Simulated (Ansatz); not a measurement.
# CO2Pd: the cost of one run

Program: Ansatz 0.2.0. Level of theory: the levels named in each step. These are calculated values, not measurements.

### Step 1. Starting point

Bond lengths: O1–C2 1.162 Å, C2–O3 1.166 Å, O1–Pd4 2.445 Å, C2–Pd4 2.036 Å, O3–Pd4 2.444 Å. Angles: O1–C2–O3 168.4°, O1–C2–Pd4 95.9°, O3–C2–Pd4 95.7°, C2–O1–Pd4 55.9°, C2–O3–Pd4 56.0°, O1–Pd4–C2 28.2°, O1–Pd4–O3 56.6°, C2–Pd4–O3 28.3°.

As a file:

```xyz
4

O     1.8793    0.1468    0.3691
C     1.0958   -0.6869    0.5746
O     0.4915   -1.6372    0.8761
Pd   -0.4805    0.3010   -0.2519
```

### Step 2. A rough first relaxation, PBE-D4/def2-SVPD

Input file input.yaml:

```yaml
crystal:
  periodic: [false, false, false]
  atoms:
    - { symbol: O, position_ang: [1.87926, 0.1468, 0.36913] }
    - { symbol: C, position_ang: [1.09578, -0.68686, 0.5746] }
    - { symbol: O, position_ang: [0.49154, -1.63717, 0.87606] }
    - { symbol: Pd, position_ang: [-0.48054, 0.30102, -0.25189] }
basis:
  gaussian: { orbitals: def2-SVPD }
hamiltonian:
  xc: pbe
  dispersion: d4
relax:
  f_tol: 0.03
  max_steps: 200
```

Command:

```bash
> ansatz run input.yaml --threads 4 --pin off --max-ram 10240MiB --backend cpu --events-out ev --progress --plain --runs-dir out
```

**Question.** How long does this run take on 4 threads of Intel Xeon at 2.50GHz (Skylake/Cascade Lake), shared host, and how much memory does it need?

About 41 s, with a peak of 0.18 GiB.
